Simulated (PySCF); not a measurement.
# PtF₂: singlet, from a linear start

The task is one start of a wider search on PtF₂: the singlet, from a linear start. It is relaxed, tested by its Hessian and followed downhill if it is a saddle.

Computed with PySCF 2.14.0. Level: PBE0, basis Pt def2-TZVP with ECP60, F def2-TZVP, scalar-relativistic core potentials, no spin–orbit coupling, density fitting.

**1. The system as given**

3 atoms, charge 0, spin multiplicity 1.

Bond lengths: Pt1–F2 1.870 Å, Pt1–F3 1.870 Å. Angles: F2–Pt1–F3 180.0°.

```xyz
3
charge 0 multiplicity 1
Pt    0.0000    0.0000    0.0000
F     0.0000    0.0000    1.8700
F     0.0000    0.0000   -1.8700
```

**2. Relaxing the singlet from the linear start**

One driver script runs all steps and calls PySCF; scf.py shows how it sets up the SCF of each step. The optimiser is the driver's own. Before each start the driver seeks the lowest SCF state from one or more starting densities and follows internal instabilities, so scf.py alone need not reach the same state.

The program finds D∞h symmetry in the start, which this walk keeps. Threshold on the gradient: 0.0003 Eh/bohr, with a further test on the energy change.

scf.py reads:

```python
from pyscf import gto, scf, dft
mol = gto.M(atom='''
Pt     0.000000     0.000000     0.000000
F      0.000000     0.000000     1.870000
F      0.000000     0.000000    -1.870000''',
    basis={'Pt': 'def2-TZVP', 'F': 'def2-TZVP'},
    ecp={'Pt': 'def2-TZVP'},
    charge=0, spin=0)
mf = dft.RKS(mol, xc='PBE0')
mf.grids.atom_grid = (50, 194)
aux = {'Pt': 'def2-universal-JKFIT', 'F': 'def2-universal-JKFIT'}
mf = mf.density_fit(auxbasis=aux)
mf.kernel()
```

Energy and gradient, step by step:

```csv
step,energy (Eh),change (kJ/mol),largest symmetric gradient (Eh/bohr)
0,-318.835805,0.00,0.02460
1,-318.837777,-5.18,0.00851
2,-318.837984,-5.72,0.00124
3,-318.837987,-5.73,0.00005
```

The walk ran for 3.9 s (4 threads, shared host).

Positions (Å) and forces (eV/Å) along the way:

```
step 0
Pt   0.000   0.000   0.000   0.000   0.000   0.001
F    0.000   0.000   1.870   0.000   0.000  -1.266
F    0.000   0.000  -1.870   0.000   0.000   1.264
step 1
Pt   0.000   0.000   0.000   0.000   0.000   0.000
F    0.000   0.000   1.812   0.000   0.000   0.438
F    0.000   0.000  -1.812   0.000   0.000  -0.438
step 2
Pt   0.000   0.000   0.000   0.000   0.000   0.000
F    0.000   0.000   1.827   0.000   0.000  -0.064
F    0.000   0.000  -1.827   0.000   0.000   0.064
step 3
Pt   0.000   0.000   0.000   0.000   0.000   0.000
F    0.000   0.000   1.825   0.000   0.000  -0.003
F    0.000   0.000  -1.825   0.000   0.000   0.003
```

End point (D∞h, 3 steps, 5.7 kJ/mol gained): Pt–F 1.825 Å (×2); F–Pt–F 180.0°.

**3. Vibrations and properties at this point**

The point is checked on the finer grid, and tightened if its gradient asks for it. The Hessian and the dipole derivatives come from central differences of analytic gradients, with steps of 0.01 bohr.

Edit scf.py of step 2 so:

```diff
@@ -3,3 +3,3 @@
-Pt     0.000000     0.000000     0.000000
-F      0.000000     0.000000     1.870000
-F      0.000000     0.000000    -1.870000''',
+Pt     0.000000     0.000000    -0.000000
+F     -0.000000     0.000000     1.825358
+F      0.000000     0.000000    -1.825358''',
@@ -10 +10 @@
-mf.grids.atom_grid = (50, 194)
+mf.grids.atom_grid = (75, 302)
```

This SCF starts from the last density.

SCF at the final geometry:

```text
init E= -318.838035619033
  HOMO = -0.311572436487808  LUMO = -0.244600868673597  gap/eV = 1.82239
cycle= 1 E= -318.838035614731  delta_E= 4.3e-09  |g|= 0.00017  |ddm|= 0.000115
  HOMO = -0.311584686773971  LUMO = -0.244609490019055  gap/eV = 1.82249
cycle= 2 E= -318.838035582471  delta_E= 3.23e-08  |g|= 0.000465  |ddm|= 0.000312
  HOMO = -0.311576476561601  LUMO = -0.244603803046523  gap/eV = 1.82242
cycle= 3 E= -318.838035619684  delta_E= -3.72e-08  |g|= 9.7e-06  |ddm|= 0.000228
  HOMO = -0.311575983827518  LUMO = -0.244603435987887  gap/eV = 1.82242
cycle= 4 E= -318.838035619701  delta_E= -1.68e-11  |g|= 4e-07  |ddm|= 5.62e-06
  HOMO = -0.31157591799675  LUMO = -0.244603348892635  gap/eV = 1.82242
Extra cycle  E= -318.838035619702  delta_E= -1.02e-12  |g|= 5.01e-07  |ddm|= 4.75e-06
converged SCF energy = -318.838035619702
```

The whole step took 11 s.

Geometry: D∞h; Pt–F 1.825 Å (×2); F–Pt–F 180.0°.

Harmonic modes (main isotopes):

```csv
ω (cm⁻¹),IR (km/mol)
140i,6.8
265,1.5
677,0.0
739,144
```

1 mode is imaginary, the largest at 140i cm⁻¹: a saddle point, not a minimum.

The SCF density has lower symmetry than the nuclear frame, so the modes carry no labels; pairs that should be degenerate can split.

Constants and moments:

- Dipole moment: 0.00 D
- Highest occupied level: -8.48 eV
- Lowest empty level: -6.66 eV
- Rotational constants: 0.1332 cm⁻¹
- Zero-point energy (real modes): 10.1 kJ/mol
- Principal polarisabilities: 26.4, 27.5, 43.7 bohr³
- Atomisation energy without zero-point energy: 606 kJ/mol
- Principal traceless quadrupole moments about the centre of mass: -5.39, 1.31, 4.08 D Å

Populations by atom (charges in e):

```
atom  Mulliken  Löwdin  polar tensor  Mayer order to Pt1
 Pt1      0.66    0.47          0.95                   –
F2,3     -0.33   -0.23         -0.48                1.05
```

Outer orbital energies (eV). occupied: -14.05, -13.32, -12.91, -12.76, -10.12, -9.87, -8.63, -8.48; empty: -6.66, -0.31, 0.01, 0.31.

Mulliken populations on Pt1 (outside its core potential): s 3.02, p 6.19, d 8.09, f 0.04.

**4. Downhill along the imaginary mode**

The start is the last point, displaced along its most imaginary mode.

The program finds C2v symmetry in the start, which this walk keeps. Threshold on the gradient: 0.0003 Eh/bohr, with a further test on the energy change.

Edit scf.py of step 3 so:

```diff
@@ -3,3 +3,3 @@
-Pt     0.000000     0.000000    -0.000000
-F     -0.000000     0.000000     1.825358
-F      0.000000     0.000000    -1.825358''',
+Pt     0.004411    -0.048523    -0.000000
+F     -0.022632     0.248973     1.825358
+F     -0.022632     0.248973    -1.825358''',
@@ -10 +10 @@
-mf.grids.atom_grid = (75, 302)
+mf.grids.atom_grid = (50, 194)
```

Energy and gradient, step by step:

```
step  energy (Eh)  change (kJ/mol)  largest symmetric gradient (Eh/bohr)
   0  -318.840629             0.00                               0.01473
   1  -318.843236            -6.84                               0.01240
   2  -318.848915           -21.75                               0.00439
   3  -318.849098           -22.24                               0.00888
   4  -318.849393           -23.01                               0.00148
   5  -318.849408           -23.05                               0.00068
   6  -318.849422           -23.09                               0.00005
```

The walk took 7 s.

Geometry (Å) and forces (eV/Å) at some steps:

```
step 0
Pt   0.004  -0.049   0.000   0.037  -0.264   0.000
F   -0.023   0.249   1.825  -0.018   0.132  -0.757
F   -0.023   0.249  -1.825  -0.018   0.132   0.757
step 1
Pt   0.010  -0.108   0.000   0.054  -0.638  -0.001
F   -0.025   0.279   1.778  -0.027   0.319   0.096
F   -0.025   0.279  -1.778  -0.027   0.319  -0.095
step 3
Pt   0.038  -0.417   0.000  -0.015   0.459   0.000
F   -0.039   0.433   1.648   0.008  -0.230  -0.421
F   -0.039   0.433  -1.648   0.008  -0.230   0.421
step 6
Pt   0.034  -0.378   0.000  -0.013  -0.004   0.000
F   -0.038   0.414   1.655   0.006   0.002   0.001
F   -0.038   0.414  -1.655   0.006   0.002  -0.001
```

After 6 steps and 23.1 kJ/mol it ends at C2v: Pt–F 1.836 Å (×2); F–Pt–F 128.7°.

**5. Vibrations and properties at this point**

As before: finer grid, then central differences.

Edit scf.py of step 4 so:

```diff
@@ -3,3 +3,3 @@
-Pt     0.004411    -0.048523    -0.000000
-F     -0.022632     0.248973     1.825358
-F     -0.022632     0.248973    -1.825358''',
+Pt     0.013904    -0.152955    -0.000000
+F     -0.061349     0.674908     1.639618
+F     -0.061349     0.674908    -1.639618''',
@@ -10 +10 @@
-mf.grids.atom_grid = (50, 194)
+mf.grids.atom_grid = (75, 302)
```

Log of the central SCF (cycles and frontier levels):

```text
init E= -318.849486209467
  HOMO = -0.308289704682862  LUMO = -0.193223012613689  gap/eV = 3.13112
cycle= 1 E= -318.849486209451  delta_E= 1.6e-11  |g|= 2.19e-05  |ddm|= 2.8e-05
  HOMO = -0.30829111774731  LUMO = -0.193225384076044  gap/eV = 3.13110
cycle= 2 E= -318.849486209348  delta_E= 1.02e-10  |g|= 3.31e-05  |ddm|= 3.37e-05
  HOMO = -0.308290977930818  LUMO = -0.193224450550304  gap/eV = 3.13112
cycle= 3 E= -318.849486209517  delta_E= -1.68e-10  |g|= 8.8e-06  |ddm|= 2.19e-05
  HOMO = -0.308290381602914  LUMO = -0.19322399579465  gap/eV = 3.13112
cycle= 4 E= -318.849486209529  delta_E= -1.21e-11  |g|= 7.54e-07  |ddm|= 5.27e-06
  HOMO = -0.30829061582506  LUMO = -0.193224242893656  gap/eV = 3.13112
Extra cycle  E= -318.849486209529  delta_E= -1.14e-13  |g|= 1.22e-06  |ddm|= 1.45e-06
converged SCF energy = -318.849486209529
```

The whole step took 14 s.

Geometry: C2v; Pt–F 1.838 Å (×2); F–Pt–F 126.2°.

Modes, for the most abundant isotopes:

```json
{"symmetry": "a1", "ω (cm⁻¹)": "121", "IR (km/mol)": "14.4", "type": "bend"}
{"symmetry": "b2", "ω (cm⁻¹)": "663", "IR (km/mol)": "122", "type": "stretch"}
{"symmetry": "a1", "ω (cm⁻¹)": "665", "IR (km/mol)": "38.4", "type": "stretch"}
```

Every mode is real; the point is a minimum.

Constants and moments:

```
Dipole moment                                                   : 2.17 D
Highest occupied level                                          : -8.39 eV
Lowest empty level                                              : -5.26 eV
Rotational constants                                            : 0.7672, 0.165, 0.1358 cm⁻¹
Zero-point energy                                               : 8.7 kJ/mol
Principal polarisabilities                                      : 27.9, 30.3, 38.9 bohr³
Atomisation energy without zero-point energy                    : 636 kJ/mol
Principal traceless quadrupole moments about the centre of mass : -3.85, 1.19, 2.66 D Å
Entropy at 298.15 K and 1 bar                                   : 287.5 J/(mol K)
Heat capacity Cp at 298.15 K                                    : 48.9 J/(mol K)
Enthalpy at 298.15 K above 0 K                                  : 12.41 kJ/mol
Rotational symmetry number                                      : 2
```

Charges (e) and bond orders:

```json
{"atom": "Pt1", "Mulliken": "0.70", "Löwdin": "0.49", "polar tensor": "1.19", "Mayer order to Pt1": "–"}
{"atom": "F2,3", "Mulliken": "-0.35", "Löwdin": "-0.25", "polar tensor": "-0.59", "Mayer order to Pt1": "0.97"}
```

Outer orbital energies (eV). occupied: -13.32, -12.94, -12.63, -12.43, -9.29, -9.20, -8.56, -8.39; empty: -5.26, -2.35, 0.33, 1.22.

Mulliken populations on Pt1 (outside its core potential): s 2.78, p 6.18, d 8.30, f 0.03.

**6. Stability of the closed shell**

At the lowest minimum the closed shell is tested against spin polarisation, on the (50, 194) grid. It is unstable: an open-shell solution lies lower. That solution was not followed to a minimum here.

**7. All stationary points**

| spin | group | bonds | imaginary modes (cm⁻¹) | ΔE (kJ/mol) | with zero-point energy |
| --- | --- | --- | --- | --- | --- |
| singlet | C2v | Pt–F 1.838 Å (×2) | none | 0.0 | 0.0 |
| singlet | D∞h (density of lower symmetry) | Pt–F 1.825 Å (×2) | 140i | 30.1 | – |

**8. Summary of results**

```
                            quantity                                                            value
                             minimum  singlet, C2v (closed shell, unstable towards spin polarisation)
                            geometry                                 Pt–F 1.838 Å (×2); F–Pt–F 126.2°
                  wavenumbers (cm⁻¹)                                     121 (a1), 663 (b2), 665 (a1)
                       dipole moment                                                           2.17 D
highest occupied, lowest empty level                                                  -8.39, -5.26 eV
          polar-tensor charge of Pt1                                                          +1.19 e
                   zero-point energy                                                       8.7 kJ/mol
```

In words: From D∞h at the start the molecule goes to a C2v minimum, after a stop at a saddle point 30.1 kJ/mol higher, from which it was pushed off along an imaginary mode. In the infrared the band at 663 cm⁻¹ (b2, stretch) leads. Other starts or spin states, not run here, may lie lower. A stability analysis at the minimum finds the closed shell unstable towards spin polarisation: an open-shell solution lies lower, and these values are not those of the lowest state. With an element this heavy the missing spin–orbit coupling can shift these numbers.

The search up to here ran for 40 s (4 threads, shared host).
